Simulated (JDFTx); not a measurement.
Runs of JDFTx 1.7.0 (patched build) on BBrH2. The cell holds a molecule in a box, 4 atoms: a = 12.000 Å, b = 11.000 Å, c = 11.000 Å, α = 90.00°, β = 90.00°, γ = 90.00°. 

| solvent | largest force (eV/Å) |
| --- | --- |
| EthyleneGlycol | 0.23 |
| CHCl3 | 0.27 |
| CarbonDisulfide | (a) |
| CH2Cl2 | 0.24 |

Alike in all rows: task solvation; level PBEsol; potentials or basis PseudoDojo-SR-PBEsol-0.4.1-standard with smoothed tails; no spin polarisation; cell as given; k mesh 1 × 1 × 1; cutoff (eV) 1034; smearing fixed.

**Question.** Fill in the values left out.

**Answer.** (a) 0.26.

Caveats: forces may be off by hundredths of an eV/Å; forces in the liquid are good to some per cent; the liquid is a continuum model, checked here against plausible ranges alone; solvation energies in this solvent often miss measured ones by over 0.05 eV (some runs).

Not every run made on this cell is shown here.
